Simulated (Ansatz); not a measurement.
TiSn:

```
CELL_PARAMETERS angstrom
0.00000 2.80055 2.80055
2.80055 0.00000 2.80055
2.80055 2.80055 0.00000
ATOMIC_POSITIONS crystal
Ti 0.00000 0.00000 0.00000
Sn 0.50000 0.50000 0.50000
```

The cell was built by a generator and needn't be a form met in nature.

Program: Ansatz 0.2.0. Alike in all runs: task band structure; potentials or basis Ansatz PAW; no spin polarisation; cell as given; k mesh 5 × 5 × 5; cutoff (eV) 420; smearing fermi-dirac 0.05 eV; the mesh is coarse, so values aren't converged.

Question: Order these runs on this cell by their pressure, lowest first.
A. level LDA
B. level BLYP
C. level PBE
D. level RPBE
E. level PBEsol

Answer: A (-6.4 GPa), E (-3.7 GPa), C (0.0 GPa), D (2.3 GPa), B (4.0 GPa).

Caveats: all runs use coarse meshes; the PAW data sets come from PBE, with cores solved anew for the run's functional, which leaves a small shift of forces and pressure (some runs); the potentials were made for another functional, which shifts forces and pressure (some runs).

Not every run made on this cell is shown here.
